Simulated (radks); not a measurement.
**The Coulomb parameter U of the 5d shell of Hf⁺**

An exercise on one series of results from a longer session: the logs are not shown, and one member is left open.

Program: radks (a radial shooting solver on a logarithmic mesh, Libxc functionals) version 1. Level of theory: scalar-relativistic Kohn-Sham, PBE, spin-unpolarised, spherical densities, point nucleus. These are calculated values, not measurements, unless marked.

**What is computed**

```
element       : hafnium (Z = 72)
charge        : +1
electrons     : 71
configuration : [Xe] 4f14 5d2 6s1
```

The outer shells:

Hf⁺
```
[Xe] core
4f [↑↓][↑↓][↑↓][↑↓][↑↓][↑↓][↑↓]
5d [↑ ][↑ ][  ][  ][  ]
6s [↑ ]
```

Set-up of the first run:

The run's settings:

```text
Z 72
configuration [Xe] 4f14 5d2 6s1
relativity scalar-relativistic
functional pbe,pbe
spin unpolarised
nucleus point
c 137.035999084
```

Steps of the session up to this table: Start: [Xe] 4f14 5d2 6s1.

One table of the session follows, with a row left open; its other results are not shown here.

It belongs to the step «Start: [Xe] 4f14 5d2 6s1». From the orbitals of this run (lengths in bohr):

```
level     <r>  outermost maximum (interpolated)  90 % within  nodes
   4s  0.4682                             0.437        0.672      3
   4p  0.4976                             0.458        0.724      2
   4d  0.5351                             0.471        0.804      1
   5s   1.135                              1.02         1.64      4
   5p   1.342                              1.16         1.97      3
   4f       ?                                 ?            ?      ?
   6s   3.202                              2.78         4.67      5
   5d   2.276                              1.67         3.65      2
```

Q: Estimate the row for 4f from the others.

**Answer.** <r>: 0.6771; outermost maximum (interpolated): 0.455; 90 % within: 1.15; nodes: 0. In the column «<r>» it lies between 4d (0.5351) and 5s (1.135).
